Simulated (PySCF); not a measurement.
# C2H4AlCl2Ga: core binding energies at several levels of theory, part 3 of 3

PySCF 2.14.0. Atoms count from 0. The steps go on from the part before.

## 8. X-ray photoelectron lines: SCAN, X2C

What the job is given:

```
{"job": {"kind": "xps", "basis": "def2-TZVP"}, "charge": 0, "multiplicity": 1}
C      3.066714    -0.370024     0.265188
C      2.033517     0.240380     0.056736
Ga     0.429117     1.204504    -0.270106
Cl    -0.721765     0.007218    -1.963839
Al    -2.208414    -0.808460    -0.390352
Cl    -1.160061     0.390726     1.288659
H      3.980029    -0.909192     0.448122
H      0.154069     2.709143    -0.480864
H     -1.908030    -2.341488    -0.170520
H     -3.615619    -0.145095    -0.656756
```

With the program's defaults for keys left out, this is: delta-SCF UKS SCAN, def2-TZVP on the ionised atom, pcseg-1 elsewhere, spin-free X2C.

The log of the run:

```text
ground state, core basis on atom 0 (C), 146 functions
  cycle   1  E = -3184.08396815  |g| = 5.17e-01
  cycle   2  E = -3184.02893659  |g| = 6.53e-01
  cycle   3  E = -3184.15836120  |g| = 8.04e-02
  cycle   4  E = -3184.15932822  |g| = 6.54e-02
  cycle   5  E = -3184.16037306  |g| = 2.23e-02
  cycle   6  E = -3184.16050415  |g| = 3.56e-03
  cycle   7  E = -3184.16050957  |g| = 8.26e-04
  cycle   8  E = -3184.16051410  |g| = 2.20e-04
  E(ground) = -3184.46284699 Eh
hole in C 1s of atom 0
  cycle   1  E = -3172.89795602  |g| = 1.46e+00
  cycle   2  E = -3167.78947543  |g| = 2.36e+00
  cycle   3  E = -3168.06609358  |g| = 1.77e+00
  cycle   4  E = -3173.37736723  |g| = 3.96e-01
  cycle   5  E = -3173.22560990  |g| = 7.05e-01
  cycle   6  E = -3173.45966555  |g| = 5.33e-02
  cycle   7  E = -3173.46208717  |g| = 1.65e-02
  cycle   8  E = -3173.46249331  |g| = 1.13e-02
  cycle   9  E = -3173.46276872  |g| = 6.42e-03
  cycle  10  E = -3173.46289640  |g| = 4.45e-03
  cycle  11  E = -3173.46294605  |g| = 2.82e-03
  cycle  12  E = -3173.46295259  |g| = 1.14e-03
  cycle  13  E = -3173.46295532  |g| = 3.31e-04
  E(ion) = -3173.76313264 Eh   <S^2> = 0.8520   hole on atom = 1.000   binding energy = 291.154 eV
ground state, core basis on atom 1 (C), 146 functions
  cycle   1  E = -3184.16236713  |g| = 3.83e-02
  cycle   2  E = -3184.15963563  |g| = 1.07e-01
  cycle   3  E = -3184.16272248  |g| = 8.02e-03
  cycle   4  E = -3184.16274476  |g| = 1.83e-03
  cycle   5  E = -3184.16274681  |g| = 3.90e-04
  E(ground) = -3184.46492548 Eh
hole in C 1s of atom 1
  cycle   1  E = -3172.90958753  |g| = 1.47e+00
  cycle   2  E = -3166.92535064  |g| = 2.45e+00
  cycle   3  E = -3165.49005929  |g| = 2.04e+00
  cycle   4  E = -3173.27021466  |g| = 6.03e-01
  cycle   5  E = -3173.08070598  |g| = 9.03e-01
  cycle   6  E = -3173.46931157  |g| = 6.74e-02
  cycle   7  E = -3173.47223688  |g| = 3.64e-02
  cycle   8  E = -3173.47326450  |g| = 1.44e-02
  cycle   9  E = -3173.47374083  |g| = 9.53e-03
  cycle  10  E = -3173.47408524  |g| = 5.23e-03
  cycle  11  E = -3173.47415201  |g| = 3.20e-03
  cycle  12  E = -3173.47416588  |g| = 1.52e-03
  cycle  13  E = -3173.47416825  |g| = 4.12e-04
  E(ion) = -3173.77421086 Eh   <S^2> = 0.8586   hole on atom = 1.000   binding energy = 290.909 eV
ground state, core basis on atom 3 (Cl), 148 functions
  cycle   1  E = -3184.16920768  |g| = 4.98e-02
  cycle   2  E = -3184.16811926  |g| = 7.84e-02
  cycle   3  E = -3184.16955219  |g| = 3.21e-02
  cycle   4  E = -3184.16981855  |g| = 8.82e-03
  cycle   5  E = -3184.16983855  |g| = 1.47e-03
  cycle   6  E = -3184.16983799  |g| = 2.44e-04
  E(ground) = -3184.45323836 Eh
hole in Cl 1s of atom 3
  cycle   1  E = -3078.93171879  |g| = 3.73e+00
  cycle   2  E = -3079.07132777  |g| = 1.82e+00
  cycle   3  E = -3079.60663738  |g| = 8.35e-01
  cycle   4  E = -3079.88865897  |g| = 5.12e-01
  cycle   5  E = -3079.99390011  |g| = 2.95e-01
  cycle   6  E = -3080.04293475  |g| = 4.06e-02
  cycle   7  E = -3080.04385770  |g| = 1.29e-02
  cycle   8  E = -3080.04396223  |g| = 2.53e-03
  cycle   9  E = -3080.04396552  |g| = 1.09e-03
  cycle  10  E = -3080.04396524  |g| = 3.96e-04
  E(ion) = -3080.33951829 Eh   <S^2> = 0.7518   hole on atom = 1.000   binding energy = 2833.079 eV
hole in Cl 2p of atom 3
  cycle   1  E = -3176.07074580  |g| = 1.63e+00
  cycle   2  E = -3175.90200697  |g| = 1.25e+00
  cycle   3  E = -3176.39206581  |g| = 4.72e-01
  cycle   4  E = -3176.45848019  |g| = 3.69e-01
  cycle   5  E = -3176.52840640  |g| = 1.25e-01
  cycle   6  E = -3176.53727956  |g| = 2.78e-02
  cycle   7  E = -3176.53773831  |g| = 3.67e-03
  cycle   8  E = -3176.53774656  |g| = 1.63e-03
  cycle   9  E = -3176.53774536  |g| = 5.14e-04
  cycle  10  E = -3176.53774674  |g| = 1.68e-04
  E(ion) = -3176.83175810 Eh   <S^2> = 0.7514   hole on atom = 1.001   binding energy = 207.391 eV
  2p3/2 = 206.871 eV   2p1/2 = 208.492 eV
ground state, core basis on atom 4 (Al), 148 functions
  cycle   1  E = -3184.18287730  |g| = 4.78e-02
  cycle   2  E = -3184.18290165  |g| = 4.13e-02
  cycle   3  E = -3184.18324997  |g| = 1.09e-02
  cycle   4  E = -3184.18327534  |g| = 6.27e-03
  cycle   5  E = -3184.18328695  |g| = 1.11e-03
  cycle   6  E = -3184.18328709  |g| = 2.49e-04
  E(ground) = -3184.44876470 Eh
hole in Al 1s of atom 4
  cycle   1  E = -3125.55026688  |g| = 2.89e+00
  cycle   2  E = -3121.01704018  |g| = 2.47e+00
  cycle   3  E = -3106.39307459  |g| = 4.25e+00
  cycle   4  E = -3121.69769846  |g| = 2.29e+00
  cycle   5  E = -3126.18823578  |g| = 5.88e-01
  cycle   6  E = -3126.40004214  |g| = 2.65e-01
  cycle   7  E = -3126.45538128  |g| = 1.33e-01
  cycle   8  E = -3126.45844375  |g| = 1.39e-01
  cycle   9  E = -3126.46825820  |g| = 4.39e-02
  cycle  10  E = -3126.46934882  |g| = 6.49e-03
  cycle  11  E = -3126.46936857  |g| = 3.31e-03
  cycle  12  E = -3126.46937950  |g| = 7.84e-04
  cycle  13  E = -3126.46937756  |g| = 1.36e-04
  E(ion) = -3126.73641708 Eh   <S^2> = 0.7518   hole on atom = 1.000   binding energy = 1570.433 eV
hole in Al 2p of atom 4
  cycle   1  E = -3180.90933090  |g| = 1.06e+00
  cycle   2  E = -3178.98867554  |g| = 1.64e+00
  cycle   3  E = -3180.88633198  |g| = 6.21e-01
  cycle   4  E = -3181.18010160  |g| = 8.35e-02
  cycle   5  E = -3181.18108388  |g| = 8.82e-02
  cycle   6  E = -3181.18391979  |g| = 6.10e-02
  cycle   7  E = -3181.18597197  |g| = 1.73e-02
  cycle   8  E = -3181.18615416  |g| = 2.37e-03
  cycle   9  E = -3181.18616336  |g| = 8.68e-04
  cycle  10  E = -3181.18616105  |g| = 2.74e-04
  E(ion) = -3181.45807027 Eh   <S^2> = 0.7520   hole on atom = 1.004   binding energy = 81.381 eV
  2p3/2 = 81.442 eV   2p1/2 = 81.944 eV
```

Wall time 30 s (1 thread of Arm Neoverse V1, shared host); peak memory 0.54 GiB.

Binding energies by hole, beside the orbital energy of the ground state; the difference holds orbital relaxation and, for a density functional, its self-interaction error:

```
       hole  stands for                                          environment  ΔSCF (eV; 2p as the shell's mean)  −ε (eV)   ⟨S²⟩
  C1s on C0          C0                               terminal alkyne carbon                  291.15 (doubtful)    274.1  0.852
  C1s on C1          C1                                        alkyne carbon                  290.91 (doubtful)    273.8  0.859
Cl1s on Cl3    Cl3, Cl5      chlorine bonded to Al, Ga, in a 4-membered ring                            2833.08   2765.2  0.752
Cl2p on Cl3    Cl3, Cl5      chlorine bonded to Al, Ga, in a 4-membered ring                             207.41    194.4  0.751
Al1s on Al4         Al4  aluminium bonded to 2 Cl, 2 H, in a 4-membered ring                            1570.43   1519.7  0.752
Al2p on Al4         Al4  aluminium bonded to 2 Cl, 2 H, in a 4-membered ring                              81.61     71.6  0.752
```

Each hole run stands for the others of its class of like atoms.

Doubtful: the ion did not converge, its hole moved, or its ⟨S²⟩ is well above 0.75.

With the spin-orbit splitting: Cl3 2p3/2 206.87, 2p1/2 208.49 eV; Al4 2p3/2 81.44, 2p1/2 81.94 eV. The table gives each 2p level as the mean over the whole 2p shell (two parts 2p3/2, one part 2p1/2), which differs a little from the single hole in the log.

## 9. X-ray photoelectron lines: SCAN, non-relativistic

Same as in step 8 but for these lines:

```diff
@@ -1,2 +1,2 @@
-{"job": {"kind": "xps", "basis": "def2-TZVP"}, "charge": 0, "multiplicity": 1}
+{"job": {"kind": "xps", "x2c": false}, "charge": 0, "multiplicity": 1}
 C      3.066714    -0.370024     0.265188
```

Method: delta-SCF UKS SCAN, pcX-2 on the ionised atom, pcseg-1 elsewhere, non-relativistic.

The log of the run:

```text
ground state, core basis on atom 0 (C), 160 functions
  cycle   1  E = -3165.99565902  |g| = 5.45e-01
  cycle   2  E = -3165.93812117  |g| = 6.76e-01
  cycle   3  E = -3166.07466467  |g| = 7.42e-02
  cycle   4  E = -3166.07639898  |g| = 3.05e-02
  cycle   5  E = -3166.07647169  |g| = 2.72e-02
  cycle   6  E = -3166.07666553  |g| = 4.87e-03
  cycle   7  E = -3166.07667584  |g| = 9.54e-04
  cycle   8  E = -3166.07667199  |g| = 2.21e-04
  E(ground) = -3166.37881687 Eh
hole in C 1s of atom 0
  cycle   1  E = -3154.81613842  |g| = 1.50e+00
  cycle   2  E = -3149.64826679  |g| = 2.55e+00
  cycle   3  E = -3153.96199458  |g| = 1.17e+00
  cycle   4  E = -3155.32601153  |g| = 3.78e-01
  cycle   5  E = -3155.30742190  |g| = 4.38e-01
  cycle   6  E = -3155.39595993  |g| = 5.40e-02
  cycle   7  E = -3155.39808397  |g| = 1.88e-02
  cycle   8  E = -3155.39855751  |g| = 9.20e-03
  cycle   9  E = -3155.39875948  |g| = 5.67e-03
  cycle  10  E = -3155.39884917  |g| = 3.28e-03
  cycle  11  E = -3155.39888029  |g| = 1.81e-03
  cycle  12  E = -3155.39888580  |g| = 7.73e-04
  cycle  13  E = -3155.39888608  |g| = 2.92e-04
  E(ion) = -3155.69911539 Eh   <S^2> = 0.8613   hole on atom = 1.000   binding energy = 290.609 eV
ground state, core basis on atom 1 (C), 160 functions
  cycle   1  E = -3166.07776898  |g| = 5.14e-02
  cycle   2  E = -3166.07548288  |g| = 9.88e-02
  cycle   3  E = -3166.07786738  |g| = 2.76e-02
  cycle   4  E = -3166.07807262  |g| = 4.73e-03
  cycle   5  E = -3166.07807821  |g| = 5.83e-04
  cycle   6  E = -3166.07807840  |g| = 1.27e-04
  E(ground) = -3166.38015038 Eh
hole in C 1s of atom 1
  cycle   1  E = -3154.82874505  |g| = 1.51e+00
  cycle   2  E = -3148.78839498  |g| = 2.64e+00
  cycle   3  E = -3150.65931077  |g| = 1.86e+00
  cycle   4  E = -3155.28533182  |g| = 4.72e-01
  cycle   5  E = -3155.10322337  |g| = 8.10e-01
  cycle   6  E = -3155.40815451  |g| = 4.98e-02
  cycle   7  E = -3155.41001611  |g| = 3.23e-02
  cycle   8  E = -3155.41086593  |g| = 1.28e-02
  cycle   9  E = -3155.41124531  |g| = 7.95e-03
  cycle  10  E = -3155.41143183  |g| = 5.54e-03
  cycle  11  E = -3155.41149881  |g| = 2.61e-03
  cycle  12  E = -3155.41150658  |g| = 7.37e-04
  cycle  13  E = -3155.41150845  |g| = 2.56e-04
  E(ion) = -3155.71148559 Eh   <S^2> = 0.8673   hole on atom = 1.000   binding energy = 290.309 eV
ground state, core basis on atom 3 (Cl), 171 functions
  cycle   1  E = -3166.09823727  |g| = 4.53e-02
  cycle   2  E = -3166.09771982  |g| = 5.65e-02
  cycle   3  E = -3166.09817254  |g| = 3.41e-02
  cycle   4  E = -3166.09847635  |g| = 8.43e-03
  cycle   5  E = -3166.09849999  |g| = 1.66e-03
  cycle   6  E = -3166.09850065  |g| = 4.45e-04
  E(ground) = -3166.38105908 Eh
hole in Cl 1s of atom 3
  cycle   1  E = -3061.25130186  |g| = 5.42e+00
  cycle   2  E = -3061.57950074  |g| = 2.19e+00
  cycle   3  E = -3062.00469125  |g| = 9.41e-01
  cycle   4  E = -3062.25331469  |g| = 6.23e-01
  cycle   5  E = -3062.43019912  |g| = 3.39e-01
  cycle   6  E = -3062.49362812  |g| = 5.07e-02
  cycle   7  E = -3062.49474067  |g| = 2.68e-02
  cycle   8  E = -3062.49517668  |g| = 4.05e-03
  cycle   9  E = -3062.49518896  |g| = 1.08e-03
  cycle  10  E = -3062.49518898  |g| = 2.66e-04
  E(ion) = -3062.78826103 Eh   <S^2> = 0.7521   hole on atom = 1.000   binding energy = 2818.904 eV
hole in Cl 2p of atom 3
  cycle   1  E = -3158.01169484  |g| = 1.71e+00
  cycle   2  E = -3157.91684741  |g| = 1.31e+00
  cycle   3  E = -3158.36517886  |g| = 4.37e-01
  cycle   4  E = -3158.40414917  |g| = 3.73e-01
  cycle   5  E = -3158.47792182  |g| = 1.14e-01
  cycle   6  E = -3158.48528428  |g| = 2.63e-02
  cycle   7  E = -3158.48567977  |g| = 4.76e-03
  cycle   8  E = -3158.48568990  |g| = 1.51e-03
  cycle   9  E = -3158.48569366  |g| = 4.82e-04
  E(ion) = -3158.77943598 Eh   <S^2> = 0.7516   hole on atom = 1.001   binding energy = 206.851 eV
  2p3/2 = 206.332 eV   2p1/2 = 207.958 eV
ground state, core basis on atom 4 (Al), 171 functions
  cycle   1  E = -3166.10452926  |g| = 4.02e-02
  cycle   2  E = -3166.10450142  |g| = 3.38e-02
  cycle   3  E = -3166.10477786  |g| = 1.00e-02
  cycle   4  E = -3166.10477913  |g| = 1.03e-02
  cycle   5  E = -3166.10480350  |g| = 2.20e-03
  cycle   6  E = -3166.10480558  |g| = 2.23e-04
  E(ground) = -3166.37091456 Eh
hole in Al 1s of atom 4
  cycle   1  E = -3107.60573804  |g| = 3.95e+00
  cycle   2  E = -3103.04322847  |g| = 2.74e+00
  cycle   3  E = -3077.54807386  |g| = 5.44e+00
  cycle   4  E = -3099.54038192  |g| = 2.55e+00
  cycle   5  E = -3108.39427377  |g| = 5.38e-01
  cycle   6  E = -3108.50719879  |g| = 3.67e-01
  cycle   7  E = -3108.57082662  |g| = 2.45e-01
  cycle   8  E = -3108.59760416  |g| = 1.42e-01
  cycle   9  E = -3108.60867346  |g| = 3.07e-02
  cycle  10  E = -3108.60929701  |g| = 4.88e-03
  cycle  11  E = -3108.60931042  |g| = 2.49e-03
  cycle  12  E = -3108.60931353  |g| = 7.17e-04
  cycle  13  E = -3108.60931266  |g| = 3.12e-04
  E(ion) = -3108.87573618 Eh   <S^2> = 0.7520   hole on atom = 1.000   binding energy = 1564.523 eV
hole in Al 2p of atom 4
  cycle   1  E = -3162.83057404  |g| = 1.08e+00
  cycle   2  E = -3159.90142274  |g| = 2.01e+00
  cycle   3  E = -3162.77453412  |g| = 6.86e-01
  cycle   4  E = -3163.10788781  |g| = 1.10e-01
  cycle   5  E = -3163.10826845  |g| = 9.72e-02
  cycle   6  E = -3163.11281516  |g| = 5.56e-02
  cycle   7  E = -3163.11429386  |g| = 2.73e-02
  cycle   8  E = -3163.11471671  |g| = 3.27e-03
  cycle   9  E = -3163.11471817  |g| = 1.07e-03
  cycle  10  E = -3163.11472249  |g| = 3.79e-04
  E(ion) = -3163.38687100 Eh   <S^2> = 0.7523   hole on atom = 1.004   binding energy = 81.200 eV
  2p3/2 = 81.261 eV   2p1/2 = 81.762 eV
```

Wall time 31 s (1 thread of Arm Neoverse V1, shared host); peak memory 0.63 GiB.

The holes in one table. −ε is the ground-state orbital energy:

```
       hole  stands for                                          environment  ΔSCF (eV; 2p as the shell's mean)  −ε (eV)   ⟨S²⟩
  C1s on C0          C0                               terminal alkyne carbon                  290.61 (doubtful)    274.1  0.861
  C1s on C1          C1                                        alkyne carbon                  290.31 (doubtful)    273.8  0.867
Cl1s on Cl3    Cl3, Cl5      chlorine bonded to Al, Ga, in a 4-membered ring                            2818.90   2754.4  0.752
Cl2p on Cl3    Cl3, Cl5      chlorine bonded to Al, Ga, in a 4-membered ring                             206.87    194.1  0.752
Al1s on Al4         Al4  aluminium bonded to 2 Cl, 2 H, in a 4-membered ring                            1564.52   1516.1  0.752
Al2p on Al4         Al4  aluminium bonded to 2 Cl, 2 H, in a 4-membered ring                              81.43     71.6  0.752
```

Each hole run stands for the others of its class of like atoms.

Doubtful: the ion did not converge, its hole moved, or its ⟨S²⟩ is well above 0.75.

With the spin-orbit splitting: Cl3 2p3/2 206.33, 2p1/2 207.96 eV; Al4 2p3/2 81.26, 2p1/2 81.76 eV. The table gives each 2p level as the mean over the whole 2p shell (two parts 2p3/2, one part 2p1/2), which differs a little from the single hole in the log.

## 10. What came out

This closing draws on all 3 parts.

| quantity | value |
| --- | --- |
| Cl1s binding energies, SCAN/pcX-2 | Cl3 2828.92 eV |
| Cl2p binding energies, SCAN/pcX-2 | Cl3 206.84 eV |
| Al1s binding energies, SCAN/pcX-2 | Al4 1567.66 eV |
| Al2p binding energies, SCAN/pcX-2 | Al4 81.37 eV |
| C1s binding energies, B3LYP/pcX-2 | C0 290.85, C1 290.54 eV |
| Cl1s binding energies, B3LYP/pcX-2 | Cl3 2826.44 eV |
| Cl2p binding energies, B3LYP/pcX-2 | Cl3 206.49 eV |
| Al1s binding energies, B3LYP/pcX-2 | Al4 1566.55 eV |
| Al2p binding energies, B3LYP/pcX-2 | Al4 81.27 eV |
| C1s binding energies, PBE0/pcX-2 | C0 290.31, C1 290.03 eV |
| Cl1s binding energies, PBE0/pcX-2 | Cl3 2825.87 eV |
| Cl2p binding energies, PBE0/pcX-2 | Cl3 206.35 eV |
| Al1s binding energies, PBE0/pcX-2 | Al4 1565.71 eV |
| Al2p binding energies, PBE0/pcX-2 | Al4 80.95 eV |
| C1s binding energies, PBE/pcX-2 | C0 289.87, C1 289.63 eV |
| Cl1s binding energies, PBE/pcX-2 | Cl3 2824.34 eV |
| Cl2p binding energies, PBE/pcX-2 | Cl3 205.86 eV |
| Al1s binding energies, PBE/pcX-2 | Al4 1564.65 eV |
| Al2p binding energies, PBE/pcX-2 | Al4 80.65 eV |
| Cl1s binding energies, HF/pcX-2 | Cl3 2830.02 eV |
| Cl2p binding energies, HF/pcX-2 | Cl3 206.50 eV |
| Al1s binding energies, HF/pcX-2 | Al4 1568.40 eV |
| Al2p binding energies, HF/pcX-2 | Al4 80.63 eV |
| Cl1s binding energies, SCAN/pcX-1 | Cl3 2828.95 eV |
| Cl2p binding energies, SCAN/pcX-1 | Cl3 206.95 eV |
| Al1s binding energies, SCAN/pcX-1 | Al4 1567.72 eV |
| Al2p binding energies, SCAN/pcX-1 | Al4 81.52 eV |
| Cl1s binding energies, SCAN/def2-TZVP | Cl3 2833.08 eV |
| Cl2p binding energies, SCAN/def2-TZVP | Cl3 207.41 eV |
| Al1s binding energies, SCAN/def2-TZVP | Al4 1570.43 eV |
| Al2p binding energies, SCAN/def2-TZVP | Al4 81.61 eV |
| Cl1s binding energies, SCAN/pcX-2, non-relativistic | Cl3 2818.90 eV |
| Cl2p binding energies, SCAN/pcX-2, non-relativistic | Cl3 206.87 eV |
| Al1s binding energies, SCAN/pcX-2, non-relativistic | Al4 1564.52 eV |
| Al2p binding energies, SCAN/pcX-2, non-relativistic | Al4 81.43 eV |

**Reading.** Single values in the summary come from the first sound run of each kind (SCAN/pcX-2), which need not be the best level. At B3LYP/pcX-2: The C1s levels kept as sound span 0.31 eV, from C1 (alkyne carbon) up to C0 (terminal alkyne carbon). At PBE0/pcX-2: The C1s levels kept as sound span 0.28 eV, from C1 (alkyne carbon) up to C0 (terminal alkyne carbon). At PBE/pcX-2: The C1s levels kept as sound span 0.24 eV, from C1 (alkyne carbon) up to C0 (terminal alkyne carbon).
